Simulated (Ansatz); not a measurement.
# CdH2: vertical ionisation energy

The task here is to estimate one member of a computed series from the others.

Computed with Ansatz 0.2.0, Gaussian basis. Level: unrestricted cation, the program's frozen cores in correlated methods.

The runs, in order: UKS PBE-D4/def2-TZVPP; UKS r2SCAN-D4/def2-TZVPP; UKS PBE0-D4/def2-TZVPP; UKS B3LYP-D4/def2-TZVPP; UKS wB97X-V/def2-TZVPP; UKS wB97M-V/def2-TZVPP; UKS B2PLYP/def2-TZVPP; UHF-CCSD(T)/def2-TZVPP; UHF-CCSD(T)/def2-QZVPP; extrapolation to the limit; then −ε(HOMO) from the neutral's earlier runs with LDA (SPW92), PBE-D4, revPBE-D4, BLYP-D4, r2SCAN-D4, B97M-V, PBE0-D4, B3LYP-D4, r2SCANh-D4, r2SCAN0-D4, HSE06-D4, BHLYP-D4, CAM-B3LYP-D4, LC-ωPBE, ωB97X-V, ωB97M-V.

**The relaxed structure**

All runs share one geometry, relaxed beforehand with PBE0-D4 in a triple-zeta def2 set. Cd takes the def2 core potential; no spin-orbit term is included.

SMILES `[CdH2]`, 3 atoms, charge 0, spin multiplicity 1.

Atoms are counted from 1 here; the program's logs count them from 0.

Bond lengths: Cd1–H2 1.677 Å, Cd1–H3 1.677 Å. Angles: H2–Cd1–H3 180.0°.

Set-up of the first run:

The input, in.yaml:

```yaml
crystal:
  periodic: [false, false, false]
  atoms:
    - {symbol: Cd, position_ang: [-0.000340, 0.000313, -0.000144]}
    - {symbol: H, position_ang: [0.905377, 1.261337, 0.634633]}
    - {symbol: H, position_ang: [-0.905037, -1.261650, -0.634489]}
basis:
  gaussian: {orbitals: def2-TZVPP}
total_charge: 1
magnetization: {spin_polarized: true, initial_magnetization: 1}
hamiltonian: {xc: pbe, dispersion: d4}
```

Launch:

```sh
> ansatz run in.yaml --threads 2 --pin off --events-out ev --progress --plain --max-ram 32768MiB --backend cpu
```

Steps of the session up to this table: Cation, UKS PBE-D4/def2-TZVPP; Cation, UKS r2SCAN-D4/def2-TZVPP; Cation, UKS PBE0-D4/def2-TZVPP; Cation, UKS B3LYP-D4/def2-TZVPP; Cation, UKS wB97X-V/def2-TZVPP; Cation, UKS wB97M-V/def2-TZVPP; Cation, UKS B2PLYP (frozen core)/def2-TZVPP; Cation, UHF-CCSD(T)/def2-TZVPP; Cation, UHF-CCSD(T)/def2-QZVPP.

One of the session's tables, all rows but one given; the rest of the session is left out.

It belongs to the step «Ionisation energies side by side». Orbital estimates, from the neutral's runs:

```
  functional  −ε(HOMO) (eV)
 LDA (SPW92)           6.77
      PBE-D4           6.68
   revPBE-D4           6.64
     BLYP-D4           6.60
   r2SCAN-D4           6.96
      B97M-V           7.00
     PBE0-D4           7.79
    B3LYP-D4           7.64
  r2SCANh-D4           7.36
  r2SCAN0-D4              ?
    HSE06-D4           7.39
    BHLYP-D4           8.86
CAM-B3LYP-D4           9.16
     LC-ωPBE          10.51
     ωB97X-V          10.15
     ωB97M-V           9.96
```

Estimate the missing values for r2SCAN0-D4.

Worked estimate for «−ε(HOMO) (eV)». Against the share of exact exchange, r2SCAN-D4 (0, 6.96), r2SCANh-D4 (0.1, 7.36) give a slope of 4.00 per unit share; at 0.25 the line stands at 7.96.

The run gave: −ε(HOMO) (eV): 7.98. In «−ε(HOMO) (eV)» the line misses by -0.02.
